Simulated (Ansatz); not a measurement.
What does this script print? It uses the Python package of Ansatz (0.2.0).

`bde_c2h6alf.py`:
```python
import ansatz as az

BASIS_SET = "def2-SVP"
FUNCTIONAL = "PBE"
VDW = "d4"


def energy(molecule, charge=0, unpaired=0):
    calc = molecule.calculation().basis(gaussian=BASIS_SET).functional(FUNCTIONAL, dispersion=VDW)
    if charge:
        calc = calc.charge(charge)
    if unpaired:
        calc = calc.spin("collinear", total=unpaired)
    return calc.run(threads=1, pin="off").report["free_energy_ev"]

def without(molecule, index):
    rest = az.Crystal.molecule()
    for i, site in enumerate(molecule.cartesian_sites):
        if i != index:
            rest = rest.atom(site.symbol, site.position_ang)
    return rest


def main() -> None:
    c2h6alf = (
        az.Crystal.molecule()
        .atom("C", [-0.509, 1.387, -0.8096])
        .atom("Al", [-0.3508, -0.5077, -0.4137])
        .atom("C", [0.7593, -1.0755, 1.1021])
        .atom("F", [-1.1111, -1.7258, -1.4276])
        .atom("H", [-1.2212, 1.5473, -1.718])
        .atom("H", [-1.0018, 1.9632, 0.0535])
        .atom("H", [0.463, 1.8738, -1.0409])
        .atom("H", [0.2149, -1.6286, 1.8361])
        .atom("H", [1.2231, -0.1648, 1.6548])
        .atom("H", [1.6167, -1.7201, 0.7664])
    )

    whole = energy(c2h6alf, 0)
    hydrogen = energy(az.Crystal.molecule().atom("H", (0, 0, 0)), 0, 1)
    print(f"E(molecule) = {whole:.5f} eV, E(H) = {hydrogen:.5f} eV")
    for index in [9]:
        radical = energy(without(c2h6alf, index), 0, 1)
        print(f"H{index}: homolysis {23.060548 * (radical + hydrogen - whole):.1f} kcal/mol")


if __name__ == "__main__":
    main()
```

`python bde_c2h6alf.py` gives:
```text
E(molecule) = -11472.67047 eV, E(H) = -13.56840 eV
H9: homolysis 111.1 kcal/mol
```

Reading the output:
- Total energies depend on the basis set; only differences at equal settings carry meaning.
- The geometry is a force-field or estimated start, not a minimum of this method, and the basis set is short of its limit. All parts are taken at fixed geometry, without zero-point energy.
- This functional overbinds, so such energies come out a few per cent too high (LDA far more).
- It ran for 2.5 s on 1 thread of AMD EPYC 9R45 (Zen 5), on a shared host, peak memory 0.2 GiB.
